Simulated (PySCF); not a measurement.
**La(NO2)3: other functionals and bases at one geometry**

An exercise on one series of results from a longer session: the logs are not shown, and one member is left open.

Program: PySCF 2.14.0. Level of theory: several levels, as the steps say, no spin–orbit coupling. These are calculated values, not measurements.

3 further runs of the same task are left out: 1 for a known fault of the program, 2 that didn't finish.

## The starting structure

10 atoms, charge 0, spin multiplicity 1.

Bond lengths: La1–O2 2.485 Å, La1–O3 2.485 Å, La1–N4 2.953 Å, La1–O5 2.485 Å, La1–O6 2.485 Å, La1–N7 2.953 Å, La1–O8 2.485 Å, La1–O9 2.485 Å, La1–N10 2.953 Å, O2–N4 1.264 Å, O3–N4 1.264 Å, O5–N7 1.264 Å, O6–N7 1.264 Å, O8–N10 1.264 Å, O9–N10 1.264 Å. Angles: O2–La1–O3 50.1°, O2–La1–N4 25.0°, O2–La1–O5 103.4°, O2–La1–O6 126.1°, O2–La1–N7 116.9°, O2–La1–O8 103.4°, O2–La1–O9 126.1°, O2–La1–N10 116.9°, O3–La1–N4 25.0°, O3–La1–O5 126.1°, O3–La1–O6 103.4°, O3–La1–N7 116.9°, O3–La1–O8 126.1°, O3–La1–O9 103.4°, O3–La1–N10 116.9°, N4–La1–O5 116.9°, N4–La1–O6 116.9°, N4–La1–N7 120.0° and more.

As a file:

```mol
LaN3O6
  3D, bonds by distance, orders not assigned

 10 15  0  0  0  0  0  0  0  0999 V2000
    0.0000   -0.0000    0.0000 La  0  0
    2.2511   -0.0000    1.0514 O   0  0
    2.2511   -0.0000   -1.0514 O   0  0
    2.9533   -0.0000    0.0000 N   0  0
   -1.1256    1.9495    1.0514 O   0  0
   -1.1256    1.9495   -1.0514 O   0  0
   -1.4766    2.5576    0.0000 N   0  0
   -1.1256   -1.9495    1.0514 O   0  0
   -1.1256   -1.9495   -1.0514 O   0  0
   -1.4767   -2.5576   -0.0000 N   0  0
  1  2  8  0
  1  3  8  0
  1  4  8  0
  1  5  8  0
  1  6  8  0
  1  7  8  0
  1  8  8  0
  1  9  8  0
  1 10  8  0
  2  4  8  0
  3  4  8  0
  5  7  8  0
  6  7  8  0
  8 10  8  0
  9 10  8  0
M  END
```

Formal oxidation states: La +3. The 4f shell is empty and lies in the core potential. An earlier session relaxed this geometry at r2SCAN, La lcecp-1-SVP with ECP46, O def2-SVP, N def2-SVP (singlet, point group D3h).

At r2SCAN on the finer grid: E = -646.396469 Eh, HOMO -7.22 eV, LUMO -4.05 eV, Mulliken charge on La1 +1.36 e, largest force component 0.080 eV/Å. The large-core potential holds the 4f shell empty.

Levels to run: BP86; TPSSh; wB97X; M06-L; r2SCAN, TZVP. Hardware: 4 threads of AMD EPYC (Zen 3), shared host.

The first run:

File run.py (the lines that set the calculation):

```python
mol = gto.M(atom='''
La     0.00000     0.00000     0.00000
O      2.25114    -0.00001     1.05139
O      2.25114    -0.00001    -1.05139
N      2.95329    -0.00001     0.00000
O     -1.12556     1.94955     1.05139
O     -1.12556     1.94955    -1.05139
N     -1.47663     2.55763     0.00000
O     -1.12558    -1.94954     1.05139
O     -1.12558    -1.94954    -1.05139
N     -1.47666    -2.55761     0.00000''',
    basis={'La': 'lcecp-1-SVP', 'O': 'def2-SVP', 'N': 'def2-SVP'},
    ecp={'La': 'lcecp-1-SVP'},
    charge=0, spin=0)
mf = dft.RKS(mol, xc='B88,P86')
mf.grids.atom_grid = (75, 302)  # f atoms: unpruned, at least (60, 302)
mf = mf.density_fit()  # fitting sets: La AutoAux, O def2-universal-JKFIT, N def2-universal-JKFIT
mf.conv_tol = 1e-08; mf.max_cycle = 55
mf.kernel(dm0)  # dm0: the density of the relaxed state
```

Run with:

```sh
OMP_NUM_THREADS=4 python run.py
```

Among the steps run: BP86; TPSSh; wB97X; M06-L; r2SCAN, TZVP.

One of the session's tables, all rows but one given; the rest of the session is left out.

| level | HOMO (eV) | gap (eV) | charge on La1 (e) | largest force component (eV/Å) |
| --- | --- | --- | --- | --- |
| r2SCAN (relaxed here) | -7.22 | 3.16 | 1.36 | 0.08 |
| BP86 | -6.94 | 2.77 | 1.17 | 0.82 |
| TPSSh | -7.65 | 4.05 | 1.35 | 0.18 |
| wB97X | -11.02 | 10.19 | 1.43 | 0.76 |
| M06-L | -7.14 | 3.20 | 1.53 | 0.16 |
| r2SCAN, TZVP | ? | ? | ? | ? |

**Question.** Estimate the row for r2SCAN, TZVP.

As computed: HOMO (eV): -7.19; gap (eV): 3.23; charge on La1 (e): 1.61; largest force component (eV/Å): 0.29. In the column «HOMO (eV)» it lies between r2SCAN (relaxed here) (-7.22) and M06-L (-7.14).

In one basis the HOMO–LUMO gap runs from 2.77 eV (BP86) to 10.19 eV (wB97X). The largest leftover force, 0.82 eV/Å with BP86, stands at a geometry relaxed at another level. With 4f in the core, its levels are missing from HOMO and gap, and its count is fixed, so no charge can pass from the ligands into it. Total energies of different levels can't be compared.
